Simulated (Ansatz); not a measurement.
RbMg3:

```
Rb Mg
1.0
     3.33248    0.00000    0.00000
     0.00000    5.21982    0.00000
     0.00000    0.00000    7.97105
Rb Mg
1 3
Direct
  0.00000 0.00000 0.13338
  0.00000 0.50000 0.77369
  0.50000 0.50000 0.43987
  0.50000 0.00000 0.65306
```

The cell comes from a database or a generator and needn't be the stable form of this composition.

| Property | Result |
| --- | --- |
| Program | Ansatz 0.2.0 |
| Task | single point |
| Functional | PBE |
| Potentials or basis | Ansatz PAW |
| Cutoff | 420 eV (not typed: the program's choice for these potentials) |
| k mesh | 8 × 5 × 4 |
| Occupations | fermi-dirac, width 0.05 eV |
| Spin | no spin polarisation |

On this cell: pressure 0.0 GPa; largest force 0.111 eV/Å; band gap on the k mesh none (metal or under the smearing width).

The same run follows on a disturbed copy (atoms moved at random, drawn with an rms of 0.05 Å):

```
Rb Mg
1.0
     3.33248    0.00000    0.00000
     0.00000    5.21982    0.00000
     0.00000    0.00000    7.97105
Rb Mg
1 3
Direct
  0.99854 0.99817 0.13220
  0.00044 0.49611 0.77522
  0.51401 0.50050 0.43678
  0.49549 0.00802 0.65190
```

**Question.** What does the disturbed cell give?

**Answer.** The energy (extrapolated to zero smearing) moves by +2.6 meV/atom; pressure -0.1 GPa; largest force 0.190 eV/Å; band gap on the k mesh none (metal or under the smearing width).

Forces on the atoms (eV/Å):
```
Rb   0.007  0.006  0.005
Mg   0.009  0.103 -0.160
Mg  -0.016  0.052  0.146
Mg   0.000 -0.160  0.008
```

Stress tensor (GPa, compression positive):
```
 0.66  0.00 -0.01
 0.00 -0.58 -0.04
-0.01 -0.04 -0.33
```
